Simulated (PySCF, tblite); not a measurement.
# C₉H₇ radical: geometry, infrared bands and EPR parameters

Wanted: the infrared bands and EPR parameters of C₉H₇ radical (`[C]#C/C(=C\C#C)C(=C)C`), by calculation.

Programs: tblite 0.8.0 and PySCF 2.14.0, with density-fitted response routines of our own. Each step states its level of theory. These are calculated values for one molecule in the gas phase, unless marked as measured. Atoms are numbered from 0 throughout.

## (1) The molecule as given

16 atoms, charge 0, multiplicity 2; geometry from: force field or distance geometry start.

Bonds of the start (Å): C0–C1 1.23, C1–C2 1.42, C2–C3 1.32, C3–C4 1.43, C4–C5 1.21, C2–C6 1.47, C6–C7 1.33, C6–C8 1.48, C3–H9 1.07, C5–H10 1.06, C7–H11 1.09, C7–H12 1.10, C8–H13 1.12, C8–H14 1.11, C8–H15 1.11.

## (2) Geometry optimisation with GFN2-xTB

The job: settings as JSON, then the geometry in Å.

```
{"job": {"kind": "relax", "xc": "GFN2-xTB", "basis": "xTB"}, "charge": 0, "multiplicity": 2}
C      1.346500     0.435900     2.895600
C      0.856000     0.247600     1.779300
C      0.311400     0.032800     0.482000
C      1.136000    -0.128900    -0.541800
C      2.553200    -0.119200    -0.316800
C      3.753200    -0.103800    -0.170600
C     -1.148500     0.031600     0.331800
C     -1.911600     0.213700     1.402800
C     -1.834700    -0.178500    -0.965500
H      0.764900    -0.296200    -1.531000
H      4.807100    -0.080500    -0.047100
H     -3.005700     0.210700     1.359400
H     -1.498400     0.368200     2.409100
H     -2.758700     0.453800    -0.935500
H     -1.207100     0.147900    -1.816500
H     -2.171100    -1.226100    -1.079400
```

On the command line:

```bash
$ OMP_NUM_THREADS=1 python probes_run.py task.json out
```

The driver reads the jobs from task.json and runs them one after another.

**Question.** This job is followed by: GFN2-xTB harmonic vibrations, gas phase; UKS B3LYP, pcH-1 on C H, non-relativistic, mean-field spin-orbit, GIAO. Predict these results of the whole session: strongest single infrared mode (GFN2-xTB); zero-point energy (GFN2-xTB); g(iso) (B3LYP); ⟨S²⟩; largest a(iso) (averaged by class); potential on the surface of density 0.002 e/bohr³, 1st and 99th percentile.

**Answer**, as computed:

```
                                                                  quantity                  value
                                 strongest single infrared mode (GFN2-xTB)  2041 cm⁻¹, 410 km/mol
                                              zero-point energy (GFN2-xTB)          73.2 kcal/mol
                                                            g(iso) (B3LYP)                2.00384
                                                                      ⟨S²⟩     0.792 (exact 0.75)
                                        largest a(iso) (averaged by class)   13C on C0, 253.0 MHz
potential on the surface of density 0.002 e/bohr³, 1st and 99th percentile     -1.83 V and 1.67 V
```

Over 78 steps the energy fell by 0.326 eV; of the close pairs, C3–C4 changed most, 1.435 to 1.396 Å. All 42 modes are real, so the xTB geometry is a minimum. The strongest single mode, at 2041 cm⁻¹, moves mainly C1 and C0. GFN2-xTB is a fitted tight-binding method: band positions and strengths are rough. Its intensities can rank the bands wrongly. C0 carries the largest spin population, 0.50 e. The isotropic g lies 1.5 ppt above the free-electron value. The conformer search found further structures of the same energy, which may be mirror or relabelled copies of this one.
